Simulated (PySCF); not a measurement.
# GaP⁺ (quartet) under other conditions

One physical setting of the base script is moved in each run, with the edits that it forces.

Computed with PySCF 2.14.0. Level: each script names its method and basis.

1 further run of the same task is left out (it didn't finish).

### 1 Where the work starts

GaP⁺ (quartet): 2 atoms, charge 1, spin multiplicity 4.

Bond lengths: Ga1–P2 2.370 Å.

### 2 Base script

Contents of input.py:

```python
from pyscf import gto, scf, mp

mol = gto.M(
    atom='Ga 0 0 0; P 0 0 2.37',
    basis='sbkjc',
    ecp={'Ga': 'sbkjc', 'P': 'sbkjc'},
    charge=1,
    spin=3,
    verbose=3,
)
mf = scf.UHF(mol)
mf = mf.density_fit(auxbasis='def2-universal-jkfit')
mf.kernel()
mp.MP2(mf, frozen=4).kernel()
mf.dip_moment()
print('orbital energies (hartree):', [e[max(0, n-3):n+3].round(4) for e, n in zip(mf.mo_energy, mol.nelec)])
```

Command:

```bash
python input.py
```

The log of this run is left out.

Base result: E(SCF) = -263.240111 Eh, E(MP2) − E(SCF) = -0.24461 Eh, ⟨S²⟩ = 3.785.

The bond length is a typed value, not an optimised one. The dipole of an ion depends on the origin. The quartet is typed in the script; nothing here shows that it is the ground state.

### 3 Bond 3.555 Å

Run 1 changes bond length: 2.37 Å → 3.555 Å.

Contents of input.py:

```python
from pyscf import gto, scf, mp

mol = gto.M(
    atom='Ga 0 0 0; P 0 0 3.555',
    basis='sbkjc',
    ecp={'Ga': 'sbkjc', 'P': 'sbkjc'},
    charge=1,
    spin=3,
    verbose=3,
)
mf = scf.UHF(mol)
mf = mf.density_fit(auxbasis='def2-universal-jkfit')
mf.kernel()
mp.MP2(mf, frozen=4).kernel()
mf.dip_moment()
print('orbital energies (hartree):', [e[max(0, n-3):n+3].round(4) for e, n in zip(mf.mo_energy, mol.nelec)])
```

Command:

```bash
python input.py
```

### 4 PCM, ε = 78.36

Run 2 changes solvent: none (gas phase) → PCM, ε = 78.36; step after the SCF: mp2 → analyze.

input.py, as its differences from that of step 2:

```diff
@@ -1,2 +1,2 @@
-from pyscf import gto, scf, mp
+from pyscf import gto, scf, solvent
 
@@ -12,4 +12,6 @@
 mf = mf.density_fit(auxbasis='def2-universal-jkfit')
+mf = solvent.PCM(mf)
+mf.with_solvent.eps = 78.36
 mf.kernel()
-mp.MP2(mf, frozen=4).kernel()
+mf.mulliken_pop()
 mf.dip_moment()
```

### 5 Bond 2.441 Å

Run 3 changes bond length: 2.37 Å → 2.441 Å.

input.py, as its differences from that of step 2:

```diff
@@ -3,3 +3,3 @@
 mol = gto.M(
-    atom='Ga 0 0 0; P 0 0 2.37',
+    atom='Ga 0 0 0; P 0 0 2.441',
     basis='sbkjc',
```

### 6 Bond 7.11 Å

Run 4 changes bond length: 2.37 Å → 7.11 Å.

input.py, as its differences from that of step 2:

```diff
@@ -3,3 +3,3 @@
 mol = gto.M(
-    atom='Ga 0 0 0; P 0 0 2.37',
+    atom='Ga 0 0 0; P 0 0 7.11',
     basis='sbkjc',
```

### 7 Bond 2.299 Å

Run 5 changes bond length: 2.37 Å → 2.299 Å.

input.py, as its differences from that of step 2:

```diff
@@ -3,3 +3,3 @@
 mol = gto.M(
-    atom='Ga 0 0 0; P 0 0 2.37',
+    atom='Ga 0 0 0; P 0 0 2.299',
     basis='sbkjc',
```

Before running it: what results should come out? Wanted: for each run, E(SCF); from base; after the SCF.

As calculated:

```
           run  E(SCF) (hartree)  from base (eV)                           after the SCF
          base       -263.240111               0  MP2 correlation -6.656 eV, core frozen
  bond 3.555 Å       -263.263248         -0.6296  MP2 correlation -6.370 eV, core frozen
PCM, ε = 78.36       -263.348757         -2.9564                                     n/a
  bond 2.441 Å       -263.245534         -0.1476  MP2 correlation -6.618 eV, core frozen
   bond 7.11 Å       -263.260570         -0.5567  MP2 correlation -6.310 eV, core frozen
  bond 2.299 Å       -263.233198         +0.1881  MP2 correlation -6.697 eV, core frozen
```

In words: Of the runs whose energies can be compared, “PCM, ε = 78.36” moves the SCF energy most (-2.956 eV). A continuum solvent with ε = 78.36 lowers the energy by 2.956 eV, a large gain because the system is charged.
